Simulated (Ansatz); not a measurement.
# C₂H₆GeSe: vertical ionisation energy

How much energy removes an electron from C₂H₆GeSe at fixed geometry? The cation is run at each level and the neutral's energy taken from earlier runs.

Computed with Ansatz 0.2.0, Gaussian basis. Level: unrestricted cation, the program's frozen cores in correlated methods.

Levels to be run: UKS PBE-D4/def2-TZVPP; UKS r2SCAN-D4/def2-TZVPP; UKS PBE0-D4/def2-TZVPP; UKS B3LYP-D4/def2-TZVPP; UKS wB97X-V/def2-TZVPP; UKS wB97M-V/def2-TZVPP; UKS B2PLYP/def2-TZVPP; UHF-CCSD(T)/def2-TZVPP; UHF-MP2/def2-QZVPP; extrapolation to the limit; then −ε(HOMO) from the neutral's earlier runs with LDA (SPW92), PBE-D4, revPBE-D4, BLYP-D4, r2SCAN-D4, B97M-V, PBE0-D4, B3LYP-D4, r2SCANh-D4, r2SCAN0-D4, HSE06-D4, BHLYP-D4, CAM-B3LYP-D4, LC-ωPBE, ωB97X-V, ωB97M-V.

## Step 1: The relaxed structure

All runs share one geometry, relaxed beforehand with PBE0-D4 in a triple-zeta def2 set.

SMILES `C[C]([GeH3])=[Se]`, 10 atoms, charge 0, spin multiplicity 1.

Atoms are counted from 1 here; the program's logs count them from 0.

Bond lengths: C1–C2 1.487 Å, C1–H5 1.090 Å, C1–H6 1.097 Å, C1–H7 1.097 Å, C2–Ge3 1.967 Å, C2–Se4 1.761 Å, Ge3–H8 1.529 Å, Ge3–H9 1.541 Å, Ge3–H10 1.541 Å. Angles: C2–C1–H5 112.2°, C2–C1–H6 110.0°, C2–C1–H7 110.0°, H5–C1–H6 109.3°, H5–C1–H7 109.3°, H6–C1–H7 105.8°, C1–C2–Ge3 116.9°, C1–C2–Se4 123.0°, Ge3–C2–Se4 120.1°, C2–Ge3–H8 109.9°, C2–Ge3–H9 108.5°, C2–Ge3–H10 108.5°, H8–Ge3–H9 110.9°, H8–Ge3–H10 110.9°, H9–Ge3–H10 108.0°.

## Step 2: Cation, UKS PBE-D4/def2-TZVPP

in.yaml reads:

```yaml
crystal:
  periodic: [false, false, false]
  atoms:
    - {symbol: C, position_ang: [-0.812718, 1.154028, -0.394506]}
    - {symbol: C, position_ang: [-0.431343, -0.278068, -0.515869]}
    - {symbol: Ge, position_ang: [1.005527, -0.918778, 0.664369]}
    - {symbol: Se, position_ang: [-1.200928, -1.383380, -1.649890]}
    - {symbol: H, position_ang: [-1.612830, 1.427253, -1.082956]}
    - {symbol: H, position_ang: [0.060178, 1.791853, -0.580702]}
    - {symbol: H, position_ang: [-1.127858, 1.372289, 0.633351]}
    - {symbol: H, position_ang: [1.264017, -2.404013, 0.410642]}
    - {symbol: H, position_ang: [0.583207, -0.675155, 2.126297]}
    - {symbol: H, position_ang: [2.272727, -0.086039, 0.389263]}
basis:
  gaussian: {orbitals: def2-TZVPP}
total_charge: 1
magnetization: {spin_polarized: true, initial_magnetization: 1}
hamiltonian: {xc: pbe, dispersion: d4}
```

Command:

```bash
ansatz run in.yaml --threads 2 --pin off --events-out ev --progress --plain --max-ram 22528MiB --backend cpu
```

Further steps of the session: Cation, UKS r2SCAN-D4/def2-TZVPP; Cation, UKS PBE0-D4/def2-TZVPP; Cation, UKS B3LYP-D4/def2-TZVPP; Cation, UKS wB97X-V/def2-TZVPP; Cation, UKS wB97M-V/def2-TZVPP; Cation, UKS B2PLYP (frozen core)/def2-TZVPP; Cation, UHF-CCSD(T)/def2-TZVPP; Cation, UHF-MP2/def2-QZVPP.

**Question.** What will the summary of the whole plan be? Wanted: ionisation energy, CCSD(T)/CBS; nearest functional by difference; nearest −ε(HOMO); −ε(HOMO) of PBE; T1 of the cation.

The runs gave:

| quantity | value |
| --- | --- |
| ionisation energy, CCSD(T)/CBS | 8.38 eV |
| nearest functional by difference | B3LYP-D4 (-0.22 eV) |
| nearest −ε(HOMO) | ωB97X-V (-0.02 eV) |
| −ε(HOMO) of PBE | 4.98 eV |
| T1 of the cation | 0.024 |

What this shows: By cation minus neutral, the functionals miss by 0.37 eV at most. The PBE orbital energy is 3.4 eV too small: a semilocal HOMO is no ionisation energy. Among orbital estimates ωB97X-V comes nearest. Hartree-Fock falls 1.36 eV short, as the neutral has more correlation energy than the cation. The cation may have settled in a state other than its lowest; no search over hole states beyond the program's own was made. Correlated methods include outer-core shells of Ge, Se, which these sets cover unevenly. With outer-core shells in play the reference is unsure by up to some tenths of an eV, so close misses can't be ranked.
